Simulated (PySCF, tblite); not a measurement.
**C6H14P2: geometry, infrared bands and NMR shifts**

Wanted: the infrared bands and NMR shifts of C6H14P2 (`CP1CCP(C)CC1`), by calculation.

Programs: tblite 0.8.0 and PySCF 2.14.0, with density-fitted response routines of our own. Each step states its level of theory. These are calculated values for one molecule in the gas phase, unless marked as measured. Atoms count from 0, in the outputs and in this text.

## Step 1: The starting structure

22 atoms, charge 0, multiplicity 1; geometry from: force field or distance geometry start.

Bonds of the start (Å): C0–P1 1.82, P1–C2 1.86, C2–C3 1.52, C3–P4 1.85, P4–C5 1.83, P4–C6 1.86, C6–C7 1.52, C7–P1 1.86, C0–H8 1.10, C0–H9 1.10, C0–H10 1.09, C2–H11 1.10, C2–H12 1.10, C3–H13 1.11, C3–H14 1.09, C5–H15 1.11, C5–H16 1.09, C5–H17 1.09, C6–H18 1.10, C6–H19 1.10, C7–H20 1.10, C7–H21 1.10.

## Step 2: Relaxing the molecule with GFN2-xTB

What the job is given:

```
{"job": {"kind": "relax", "xc": "GFN2-xTB", "basis": "xTB"}, "charge": 0, "multiplicity": 1}
C     -3.180600    -0.400200    -0.206100
P     -1.555500    -0.471700     0.605300
C     -0.566700    -1.376100    -0.690700
C      0.933400    -1.240900    -0.478800
P      1.548500     0.474200    -0.802100
C      3.183200     0.396200     0.008100
C      0.575600     1.375200     0.495800
C     -0.928900     1.252700     0.280000
H     -3.859700     0.249600     0.359600
H     -3.643200    -1.394600    -0.246400
H     -3.120500    -0.011600    -1.227400
H     -0.855300    -1.006100    -1.687000
H     -0.866000    -2.428200    -0.639800
H      1.204700    -1.550800     0.546900
H      1.453500    -1.916000    -1.153900
H      3.113800     0.010500     1.043600
H      3.864800    -0.249900    -0.549700
H      3.636800     1.387500     0.056300
H      0.850000     1.005700     1.500200
H      0.865100     2.430800     0.461500
H     -1.461000     1.930700     0.965700
H     -1.202400     1.552300    -0.742700
```

Launch:

```sh
$ OMP_NUM_THREADS=1 python probes_run.py task.json out
```

This one command runs all jobs of the session in turn.

**Question.** This job is followed by: GFN2-xTB harmonic vibrations, gas phase; GIAO PBE0/pcSseg-1 NMR shielding, non-relativistic, gas phase. What will the session give for the following? strongest single infrared mode (GFN2-xTB); zero-point energy (GFN2-xTB); 13C shifts against TMS (PBE0/pcSseg-1, means over atoms taken as alike); 1H shifts against TMS (PBE0/pcSseg-1, means over atoms taken as alike); 31P shifts against H3PO4 (PBE0/pcSseg-1, means over atoms taken as alike); surface potential, 1st and 99th percentile.

The runs gave:

| quantity | value |
| --- | --- |
| strongest single infrared mode (GFN2-xTB) | 738 cm⁻¹, 92 km/mol |
| zero-point energy (GFN2-xTB) | 115.8 kcal/mol |
| 13C shifts against TMS (PBE0/pcSseg-1, means over atoms taken as alike) | 32.2, 17.5 ppm |
| 1H shifts against TMS (PBE0/pcSseg-1, means over atoms taken as alike) | 1.68, 1.01 ppm |
| 31P shifts against H3PO4 (PBE0/pcSseg-1, means over atoms taken as alike) | -64.9 ppm |
| surface potential, 1st and 99th percentile | -1.25 V and 0.70 V |

Over 34 steps the energy fell by 0.079 eV; of the close pairs, C0–P1 changed most, 1.818 to 1.848 Å. All 60 modes are real, so the xTB geometry is a minimum. GFN2-xTB is a fitted tight-binding method: band positions and strengths are rough. Its intensities can rank the bands wrongly. At PBE0/pcSseg-1: The largest span, 53 ppm, is at P1, P4, where the paramagnetic term is -583 ppm.
